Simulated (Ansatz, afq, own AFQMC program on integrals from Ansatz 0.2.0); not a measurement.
# BGeH3+ (doublet): quantum Monte Carlo beside coupled cluster, cc-pVTZ

Aim: compute BGeH3+ (doublet) with auxiliary-field quantum Monte Carlo on the same integrals as coupled cluster, and set the energies side by side.

Computed with Ansatz 0.2.0, Gaussian basis, and an in-house AFQMC program (afq) on its integrals; all values are calculated. Level: cc-pVTZ, frozen cores.

Plan: PBE (unrestricted); CCSD(T) on UHF; r2SCAN (unrestricted); PBE0 (unrestricted); B3LYP (unrestricted); CCSD(T) on UHF; wB97M-V (unrestricted); CCSD(T) on UHF; B2PLYP (unrestricted); Phaseless AFQMC, CISD trial on UHF.

### Step 1. The geometry

The geometry is a PBE0/def2-TZVP stationary point (not a proven minimum) of the parent state, kept for this charge and spin. No spin-orbit coupling is included. The filled d shell of Ge may be among the frozen orbitals whatever the setting's name suggests; the logs give the count.

5 atoms, charge 1, spin multiplicity 2.

Atoms are counted from 1 here; the program's logs count them from 0.

Bond lengths: Ge1–B2 1.888 Å, Ge1–H3 1.530 Å, Ge1–H4 1.530 Å, B2–H5 1.183 Å. Angles: B2–Ge1–H3 116.3°, B2–Ge1–H4 116.3°, H3–Ge1–H4 113.1°, Ge1–B2–H5 159.5°.

### Step 2. PBE (unrestricted)

File in.yaml:

```yaml
crystal:
  periodic: [false, false, false]
  atoms:
    - {symbol: Ge, position_ang: [-0.028829, 0.000000, 0.253578]}
    - {symbol: B, position_ang: [0.133521, -0.000001, -1.626959]}
    - {symbol: H, position_ang: [0.414348, 1.276988, 0.971352]}
    - {symbol: H, position_ang: [0.414348, -1.276987, 0.971353]}
    - {symbol: H, position_ang: [-0.183192, -0.000001, -2.767032]}
basis:
  gaussian: {orbitals: cc-pVTZ}
total_charge: 1
magnetization: {spin_polarized: true, initial_magnetization: 1}
hamiltonian: {xc: {name: PBE}}
output: {orbitals: {seedname: orbitals}}
```

The run is started by

```console
$ ansatz run in.yaml --threads 1 --pin off --events-out ev --progress --plain --max-ram 5632MiB --backend cpu
```

What it wrote:

```text
Functional definition: PBE
  name "PBE"
  cite "Perdew, Burke & Ernzerhof, Phys. Rev. Lett. 77, 3865 (1996) doi:10.1103/PhysRevLett.77.3865"
  parent pbe
  parameter kappa = 0.804
  parameter beta = 0.06672455060314922
  exchange = pbe_x(kappa = kappa, mu = beta*pi^2/3)
  correlation = pbe_c(beta = beta)
749 factors; their error is unknown
mean field evaluation 1: about -57221.3124 eV, gradient 1.8e1 eV
mean field evaluation 2: about -57220.1739 eV, gradient 2.0e1 eV
mean field evaluation 4: about -57223.3766 eV, gradient 8.8e-1 eV
mean field evaluation 8: about -57223.3719 eV, gradient 3.8e-2 eV
mean field evaluation 16: about -57223.3719 eV, gradient 4.2e-5 eV
mean field -57223.37190491 eV, -2102.9201301108 hartree, gradient 4.2e-5 eV, S^2 0.753570; 0 other end points of the search recorded, 0 dependent functions left out
reference -57223.37194562 eV, -2102.9201316068 hartree; 20, 19 occupied and 95, 96 virtual orbitals, 749 factors
Total energy: -57223.37194562 eV, -2102.9201316068 hartree
```

It took 1.9 s on 1 thread of AMD EPYC 7R13 (Zen 3), shared host; peak memory 1.9 GiB.

From the report: ⟨S²⟩ of the determinant 0.754 (pure doublet: 0.75).

### Step 3. CCSD(T) on UHF

in.yaml, as its differences from that of step 2:

```diff
@@ -12,3 +12,2 @@
 magnetization: {spin_polarized: true, initial_magnetization: 1}
-hamiltonian: {xc: {name: PBE}}
-output: {orbitals: {seedname: orbitals}}
+correlation: {method: ccsd_t, electrons: outside_noble_gas, hamiltonian_folder: ham}
```

The run is started by

```console
$ ansatz run in.yaml --threads 1 --pin off --events-out ev --progress --plain --max-ram 16896MiB --backend cuda --devices 0, --max-vram 18GiB
```

What it wrote, cut to the lines that bear on the results:

```text
Functional definition: HF
  name "HF"
  cite "Fock, Z. Phys. 61, 126 (1930) doi:10.1007/BF01340294"
  parent pbe
[...]
683 factors; integrals over basis functions are off by at most 9.9e-4 eV
[...]
mean field -57184.02659681 eV, -2101.4742167075 hartree, gradient 2.4e-6 eV, S^2 0.765447; 3 other end points of the search recorded, 0 dependent functions left out
determinant -57184.02659681 eV, -2101.4742167075 hartree, with singles and doubles -57189.52221525 eV, -2101.6761769599 hartree
determinant -57182.30392999 eV, -2101.4109098693 hartree, with singles and doubles -57187.71683273 eV, -2101.6098303762 hartree
15 core orbitals not correlated: weight in the atoms' cores, before any rotation towards them, 1.000 or more for the frozen orbitals, at most 0.000 for the correlated occupied ones
reference -57184.02659681 eV, -2101.4742167075 hartree; 5, 4 occupied and 95, 96 virtual orbitals, 683 factors
second order -4.41486856 eV of doubles, -0.00000000 eV of singles
cycle   1  -5.34476598 eV  change   -4.1e-1 eV  update   2.1e-2
[...]
cycle  10  -5.35932153 eV  change    4.3e-7 eV  update   5.3e-6
perturbative correction -0.16728005 eV, -0.0061474283 hartree
Total energy: -57189.55319839 eV, -2101.6773155692 hartree
```

Run time: 6 s. Hardware: 1 × NVIDIA H100 80GB HBM3 with 1 thread of AMD EPYC 7R13 (Zen 3), shared host; peak host memory 1.9 GiB.

From the report: ⟨S²⟩ of the determinant 0.765 (pure doublet: 0.75); correlation -5.5266 eV; T1 0.018; largest double amplitude 0.03.

This run also writes the integrals to the folder ham.

### Step 4. r2SCAN (unrestricted)

in.yaml, as its differences from that of step 3:

```diff
@@ -12,2 +12,2 @@
 magnetization: {spin_polarized: true, initial_magnetization: 1}
-correlation: {method: ccsd_t, electrons: outside_noble_gas, hamiltonian_folder: ham}
+hamiltonian: {xc: {name: r2SCAN}}
```

The run is started by

```console
$ ansatz run in.yaml --threads 1 --pin off --events-out ev --progress --plain --max-ram 5632MiB --backend cpu
```

What it wrote:

```text
Functional definition: r2SCAN
  name "r2SCAN"
  cite "Furness, Kaplan, Ning, Perdew & Sun, J. Phys. Chem. Lett. 11, 8208 (2020) doi:10.1021/acs.jpclett.0c02405"
  cite "Furness, Kaplan, Ning, Perdew & Sun, J. Phys. Chem. Lett. 11, 9248 (2020) doi:10.1021/acs.jpclett.0c03077"
  parent r2scan
  parameter k0 = 0.174
  parameter k1 = 0.065
  parameter a1 = 4.9479
  exchange = r2scan_x(k0 = k0, k1 = k1, a1 = a1)
  correlation = r2scan_c
749 factors; their error is unknown
mean field evaluation 1: about -57231.2491 eV, gradient 1.4e1 eV
mean field evaluation 2: about -57231.1938 eV, gradient 1.3e1 eV
mean field evaluation 4: about -57232.5469 eV, gradient 7.7e-1 eV
mean field evaluation 8: about -57232.5414 eV, gradient 2.7e-2 eV
mean field evaluation 16: about -57232.5414 eV, gradient 7.9e-5 eV
mean field -57232.54142763 eV, -2103.2571038555 hartree, gradient 7.9e-5 eV, S^2 0.757308; 0 other end points of the search recorded, 0 dependent functions left out
reference -57232.54144237 eV, -2103.2571043973 hartree; 20, 19 occupied and 95, 96 virtual orbitals, 749 factors
Total energy: -57232.54144237 eV, -2103.2571043973 hartree
```

Wall time 4.2 s (1 thread of AMD EPYC 7R13 (Zen 3), shared host); peak memory 1.9 GiB.

From the report: ⟨S²⟩ of the determinant 0.757 (pure doublet: 0.75).

### Step 5. PBE0 (unrestricted)

in.yaml, as its differences from that of step 4:

```diff
@@ -12,2 +12,3 @@
 magnetization: {spin_polarized: true, initial_magnetization: 1}
-hamiltonian: {xc: {name: r2SCAN}}
+hamiltonian: {xc: {name: PBE0}}
+output: {orbitals: {seedname: orbitals}}
```

Launched as before.

What it wrote:

```text
Functional definition: PBE0
  name "PBE0"
  cite "Adamo & Barone, J. Chem. Phys. 110, 6158 (1999) doi:10.1063/1.478522"
  cite "Perdew, Burke & Ernzerhof, Phys. Rev. Lett. 77, 3865 (1996) doi:10.1103/PhysRevLett.77.3865"
  parent pbe
  parameter a = 0.25
  parameter kappa = 0.804
  parameter beta = 0.06672455060314922
  exchange = (1 - a)*pbe_x(kappa = kappa, mu = beta*pi^2/3) + a*exact_x
  correlation = pbe_c(beta = beta)
806 factors; their error is unknown
mean field evaluation 1: about -57224.0196 eV, gradient 1.2e1 eV
mean field evaluation 2: about -57224.3822 eV, gradient 8.4e0 eV
mean field evaluation 4: about -57224.8945 eV, gradient 5.3e-1 eV
mean field evaluation 8: about -57225.0957 eV, gradient 2.9e-1 eV
mean field evaluation 16: about -57225.0959 eV, gradient 8.6e-6 eV
mean field -57225.09590527 eV, -2102.9834859555 hartree, gradient 8.6e-6 eV, S^2 0.754926; 0 other end points of the search recorded, 0 dependent functions left out
reference -57225.09593580 eV, -2102.9834870774 hartree; 20, 19 occupied and 95, 96 virtual orbitals, 806 factors
Total energy: -57225.09593580 eV, -2102.9834870774 hartree
```

Wall time 2.5 s (1 thread of AMD EPYC 7R13 (Zen 3), shared host); peak memory 1.9 GiB.

From the report: ⟨S²⟩ of the determinant 0.755 (pure doublet: 0.75).

### Step 6. B3LYP (unrestricted)

in.yaml, as its differences from that of step 5:

```diff
@@ -12,3 +12,2 @@
 magnetization: {spin_polarized: true, initial_magnetization: 1}
-hamiltonian: {xc: {name: PBE0}}
-output: {orbitals: {seedname: orbitals}}
+hamiltonian: {xc: {name: B3LYP}}
```

The command is unchanged.

What it wrote, cut to the lines that bear on the results:

```text
Functional definition: B3LYP
  name "B3LYP"
  cite "Stephens, Devlin, Chabalowski & Frisch, J. Phys. Chem. 98, 11623 (1994) doi:10.1021/j100096a001"
  cite "Becke, Phys. Rev. A 38, 3098 (1988) doi:10.1103/PhysRevA.38.3098"
  cite "Lee, Yang & Parr, Phys. Rev. B 37, 785 (1988) doi:10.1103/PhysRevB.37.785"
  cite "Vosko, Wilk & Nusair, Can. J. Phys. 58, 1200 (1980) doi:10.1139/p80-159"
[...]
806 factors; their error is unknown
[...]
mean field -57234.83399004 eV, -2103.3413539700 hartree, gradient 2.7e-5 eV, S^2 0.753262; 0 other end points of the search recorded, 0 dependent functions left out
reference -57234.83422029 eV, -2103.3413624315 hartree; 20, 19 occupied and 95, 96 virtual orbitals, 806 factors
Total energy: -57234.83422029 eV, -2103.3413624315 hartree
```

Run time: 2.7 s. Hardware: 1 thread of AMD EPYC 7R13 (Zen 3), shared host; peak memory 1.9 GiB.

From the report: ⟨S²⟩ of the determinant 0.753 (pure doublet: 0.75).

### Step 7. CCSD(T) on UHF

in.yaml, as its differences from that of step 6:

```diff
@@ -9,5 +9,5 @@
 basis:
-  gaussian: {orbitals: cc-pVTZ}
+  gaussian: {orbitals: def2-TZVPP}
 total_charge: 1
 magnetization: {spin_polarized: true, initial_magnetization: 1}
-hamiltonian: {xc: {name: B3LYP}}
+correlation: {method: ccsd_t, electrons: outside_noble_gas}
```

The run is started by

```console
$ ansatz run in.yaml --threads 1 --pin off --events-out ev --progress --plain --max-ram 16896MiB --backend cuda --devices 0, --max-vram 18GiB
```

What it wrote, cut to the lines that bear on the results:

```text
Functional definition: HF
  name "HF"
  cite "Fock, Z. Phys. 61, 126 (1930) doi:10.1007/BF01340294"
  parent pbe
[...]
736 factors; integrals over basis functions are off by at most 9.6e-4 eV
[...]
mean field -57182.97696773 eV, -2101.4356435501 hartree, gradient 1.2e-6 eV, S^2 0.765376; 2 other end points of the search recorded, 0 dependent functions left out
determinant -57182.97696773 eV, -2101.4356435501 hartree, with singles and doubles -57188.47976559 eV, -2101.6378676415 hartree
determinant -57181.26153169 eV, -2101.3726024386 hartree, with singles and doubles -57186.68101341 eV, -2101.5717647181 hartree
15 core orbitals not correlated: weight in the atoms' cores, before any rotation towards them, 1.000 or more for the frozen orbitals, at most 0.000 for the correlated occupied ones
reference -57182.97696773 eV, -2101.4356435501 hartree; 5, 4 occupied and 101, 102 virtual orbitals, 736 factors
second order -4.41777921 eV of doubles, -0.00000000 eV of singles
cycle   1  -5.34979063 eV  change   -4.1e-1 eV  update   2.1e-2
[...]
cycle  10  -5.36385983 eV  change    3.7e-7 eV  update   4.9e-6
perturbative correction -0.16710683 eV, -0.0061410628 hartree
Total energy: -57188.50793439 eV, -2101.6389028260 hartree
```

Wall time 5.5 s (1 × NVIDIA H100 80GB HBM3 with 1 thread of AMD EPYC 7R13 (Zen 3), shared host); peak host memory 1.9 GiB.

From the report: ⟨S²⟩ of the determinant 0.765 (pure doublet: 0.75); correlation -5.5310 eV; T1 0.018; largest double amplitude 0.03.

### Step 8. wB97M-V (unrestricted)

in.yaml, as its differences from that of step 7:

```diff
@@ -9,5 +9,6 @@
 basis:
-  gaussian: {orbitals: def2-TZVPP}
+  gaussian: {orbitals: cc-pVTZ}
 total_charge: 1
 magnetization: {spin_polarized: true, initial_magnetization: 1}
-correlation: {method: ccsd_t, electrons: outside_noble_gas}
+hamiltonian: {xc: {name: wB97M-V}}
+output: {orbitals: {seedname: orbitals}}
```

The run is started by

```console
$ ansatz run in.yaml --threads 1 --pin off --events-out ev --progress --plain --max-ram 5632MiB --backend cpu
```

What it wrote, cut to the lines that bear on the results:

```text
Functional definition: wB97M-V
  name "wB97M-V"
  cite "Mardirossian & Head-Gordon, J. Chem. Phys. 144, 214110 (2016) doi:10.1063/1.4952647"
  cite "Becke, J. Chem. Phys. 107, 8554 (1997) doi:10.1063/1.475007"
  cite "Vydrov & Van Voorhis, J. Chem. Phys. 133, 244103 (2010) doi:10.1063/1.3521275"
  # Of w^i u^j: cxij and so on, Table III.
[...]
  gx(w, u) = 1 - cx + cx01*u + cx10*w
  gss(w, u) = css00 + css04*u^4 + css10*w + css20*w^2 + css43*w^4*u^3
  gos(w, u) = cos00 + cos10*w + (cos20 + cos21*u)*w^2 + (cos60 + cos61*u)*w^6
[...]
      + integral(e_c_pw_mod_opposite_spin*gos(b97_w_opposite, b97_u_opposite)) + vv10(b, c)
799 factors; their error is unknown
173 factors; integrals over basis functions are off by at most 2.2e-5 eV
[...]
mean field -57229.53173925 eV, -2103.1464998474 hartree, gradient 8.3e-5 eV, S^2 0.752709; 0 other end points of the search recorded, 0 dependent functions left out
reference -57229.53178321 eV, -2103.1465014629 hartree; 20, 19 occupied and 95, 96 virtual orbitals, 799 factors
Total energy: -57229.53178321 eV, -2103.1465014629 hartree
```

It took 9 s on 1 thread of AMD EPYC 7R13 (Zen 3), shared host; peak memory 1.9 GiB.

From the report: ⟨S²⟩ of the determinant 0.753 (pure doublet: 0.75).

### Step 9. CCSD(T) on UHF

in.yaml, as its differences from that of step 8:

```diff
@@ -9,6 +9,5 @@
 basis:
-  gaussian: {orbitals: cc-pVTZ}
+  gaussian: {orbitals: "def2-QZVPP.json"}
 total_charge: 1
 magnetization: {spin_polarized: true, initial_magnetization: 1}
-hamiltonian: {xc: {name: wB97M-V}}
-output: {orbitals: {seedname: orbitals}}
+correlation: {method: ccsd_t, electrons: outside_noble_gas}
```

The run is started by

```console
$ ansatz run in.yaml --threads 1 --pin off --events-out ev --progress --plain --max-ram 16896MiB --backend cuda --devices 0, --max-vram 18GiB
```

What it wrote, cut to the lines that bear on the results:

```text
Functional definition: HF
  name "HF"
  cite "Fock, Z. Phys. 61, 126 (1930) doi:10.1007/BF01340294"
  parent pbe
[...]
1480 factors; integrals over basis functions are off by at most 8.1e-4 eV
[...]
mean field -57184.15975599 eV, -2101.4791102171 hartree, gradient 2.0e-6 eV, S^2 0.765697; 2 other end points of the search recorded, 0 dependent functions left out
determinant -57184.15975599 eV, -2101.4791102171 hartree, with singles and doubles -57189.97817747 eV, -2101.6929332626 hartree
determinant -57182.44847108 eV, -2101.4162216565 hartree, with singles and doubles -57188.18546650 eV, -2101.6270523495 hartree
15 core orbitals not correlated: weight in the atoms' cores, before any rotation towards them, 1.000 or more for the frozen orbitals, at most 0.000 for the correlated occupied ones
reference -57184.15975599 eV, -2101.4791102171 hartree; 5, 4 occupied and 216, 217 virtual orbitals, 1480 factors
second order -4.71688377 eV of doubles, -0.00000000 eV of singles
cycle   1  -5.57038227 eV  change   -5.4e-1 eV  update   2.4e-2
[...]
cycle  10  -5.59315474 eV  change    9.3e-7 eV  update   6.6e-6
perturbative correction -0.18220104 eV, -0.0066957645 hartree
Total energy: -57189.93511177 eV, -2101.6913506273 hartree
```

Wall time 9.5 s (1 × NVIDIA H100 80GB HBM3 with 1 thread of AMD EPYC 7R13 (Zen 3), shared host); peak host memory 1.9 GiB.

From the report: ⟨S²⟩ of the determinant 0.766 (pure doublet: 0.75); correlation -5.7754 eV; T1 0.018; largest double amplitude 0.03.

### Step 10. B2PLYP (unrestricted)

in.yaml, as its differences from that of step 9:

```diff
@@ -9,5 +9,6 @@
 basis:
-  gaussian: {orbitals: "def2-QZVPP.json"}
+  gaussian: {orbitals: cc-pVTZ}
 total_charge: 1
 magnetization: {spin_polarized: true, initial_magnetization: 1}
-correlation: {method: ccsd_t, electrons: outside_noble_gas}
+hamiltonian: {xc: {name: B2PLYP}}
+correlation: {electrons: outside_noble_gas}
```

The run is started by

```console
$ ansatz run in.yaml --threads 1 --pin off --events-out ev --progress --plain --max-ram 5632MiB --backend cpu
```

What it wrote, cut to the lines that bear on the results:

```text
Functional definition: B2PLYP
  name "B2PLYP"
  cite "Grimme, J. Chem. Phys. 124, 034108 (2006) doi:10.1063/1.2148954"
  cite "Becke, Phys. Rev. A 38, 3098 (1988) doi:10.1103/PhysRevA.38.3098"
  cite "Lee, Yang & Parr, Phys. Rev. B 37, 785 (1988) doi:10.1103/PhysRevB.37.785"
[...]
683 factors; integrals over basis functions are off by at most 9.9e-4 eV
[...]
mean field -57219.76324510 eV, -2102.7875143090 hartree, gradient 3.8e-6 eV, S^2 0.756449; 0 other end points of the search recorded, 0 dependent functions left out
15 core orbitals not correlated: weight in the atoms' cores, before any rotation towards them, 0.999 or more for the frozen orbitals, at most 0.001 for the correlated occupied ones
reference -57219.76339038 eV, -2102.7875196478 hartree; 5, 4 occupied and 95, 96 virtual orbitals, 683 factors
second order -5.56034659 eV of doubles, -0.00000000 eV of singles
Total energy: -57221.26468396 eV, -2102.8426911692 hartree
```

Run time: 3.5 s. Hardware: 1 thread of AMD EPYC 7R13 (Zen 3), shared host; peak memory 1.9 GiB.

From the report: ⟨S²⟩ of the determinant 0.756 (pure doublet: 0.75).

### Step 11. Phaseless AFQMC, CISD trial on UHF

It reads the integrals that the CCSD(T) run on this determinant wrote.

The run is started by

```console
$ afq ham --method phaseless --trial cisd --walkers 400 --populations 10 --least-time 60 --time-step 0.005 --steps-per-block 50 --equilibration-blocks 28 --max-blocks 4000 --target-error 0.00018 --factor-cut 1e-05 --start spin_pure --seed 779 --release-times 0.24,0.51,0.99,1.62,2.4 --release-step 0.03 --release-every 3 --taylor-order 6
```

What it wrote:

```text
orbitals 100  electrons 5 4  factors 639 of 683
reference energy -2101.47421671 Eh
CCSD correlation -0.19695165 Eh in 12 cycles, weight of the determinant in the CISD state 0.8908
energy of the start -2101.670715 Eh
 block  time / (1/Eh)  mean weight  energy / Eh
     1     0.250  0.9998  -2101.669004
     2     0.500  1.0001  -2101.670497
     3     0.750  0.9997  -2101.671767
     4     1.000  0.9998  -2101.673749
     5     1.250  1.0001  -2101.674233
     6     1.500  1.0004  -2101.676181
     7     1.750  0.9995  -2101.676699
     8     2.000  1.0000  -2101.678127
     9     2.250  1.0005  -2101.678001
    10     2.500  1.0007  -2101.678466
    15     3.750  1.0001  -2101.677733
    22     5.500  0.9998  -2101.678773
    29     7.250  1.0001  -2101.678612
    36     9.000  1.0012  -2101.677611
    43    10.750  0.9993  -2101.677893
    50    12.500  1.0007  -2101.678187
    57    14.250  0.9996  -2101.677735
    64    16.000  1.0002  -2101.680342
    71    17.750  1.0004  -2101.678177
    78    19.500  1.0007  -2101.678660
    85    21.250  0.9998  -2101.678380
    92    23.000  0.9992  -2101.677924
    99    24.750  0.9998  -2101.677577
   106    26.500  1.0009  -2101.676560
   113    28.250  1.0000  -2101.677912
   120    30.000  1.0013  -2101.678625
   127    31.750  0.9996  -2101.679025
   134    33.500  1.0005  -2101.677442
   141    35.250  0.9998  -2101.677497
   148    37.000  0.9996  -2101.678899
   155    38.750  0.9998  -2101.677266
   162    40.500  0.9997  -2101.677025
   169    42.250  1.0005  -2101.678614
   176    44.000  1.0005  -2101.678766
   183    45.750  0.9999  -2101.677174
   190    47.500  1.0002  -2101.677378
   197    49.250  0.9997  -2101.678902
   204    51.000  0.9999  -2101.677182
   211    52.750  1.0003  -2101.678101
   218    54.500  1.0003  -2101.678894
   225    56.250  1.0005  -2101.676889
   232    58.000  1.0004  -2101.678268
   239    59.750  0.9993  -2101.679065
   246    61.500  0.9995  -2101.677879
   253    63.250  1.0010  -2101.677169
   260    65.000  1.0001  -2101.676479
   267    66.750  0.9999  -2101.678303
   274    68.500  1.0001  -2101.678356
error from the spread of 10 populations
released: time / (1/Eh)  energy / Eh  error  mean overlap
  0.24  -2101.678340  0.000167  0.9993
  0.51  -2101.678560  0.000136  0.9937
  0.99  -2101.678593  0.000122  0.9886
  1.62  -2101.678836  0.000076  0.9840
  2.40  -2101.678948  0.000161  0.9698
energy -2101.678221 +/- 0.000195 Eh
```

Wall time 3.5 min (1 × NVIDIA H100 80GB HBM3 with 2 threads of AMD EPYC 7R13 (Zen 3), shared host); peak host memory 1.9 GiB.

Energy -57189.5778 ± 0.0053 eV. Caveats: constraint bias not in the error.

### Step 12. AFQMC on the ladder

On the UHF determinant, counted from CCSD(T) (a yardstick, not exact):

```
                                               level  energy (eV)  from CCSD(T) (kJ/mol)  statistical error (kJ/mol)     time
                                                  HF  -57184.0266                 +533.2                                     
                                                 MP2  -57188.4415                 +107.3                                     
                                                CCSD  -57189.3859                  +16.1                                     
                                             CCSD(T)  -57189.5532                    0.0                                     
Phaseless AFQMC, CISD trial, step 0.005, 400 walkers  -57189.5778                   -2.4                         0.5  3.5 min
```

The functionals' totals stand on their own zeros and serve differences with other points: PBE -57223.372 eV; r2SCAN -57232.541 eV; PBE0 -57225.096 eV; B3LYP -57234.834 eV; wB97M-V -57229.532 eV; B2PLYP -57221.265 eV.

### Step 13. Results

| quantity | value |
| --- | --- |
| Phaseless AFQMC, CISD trial on UHF from CCSD(T) | -2.4 ± 0.5 kJ/mol |

What this shows: On UHF the phaseless walk with the CISD trial lies -2.4 kJ/mol from CCSD(T), 5 times its error bar. Error bars are statistical and leave out the constraint, the time step and what remains of the start.
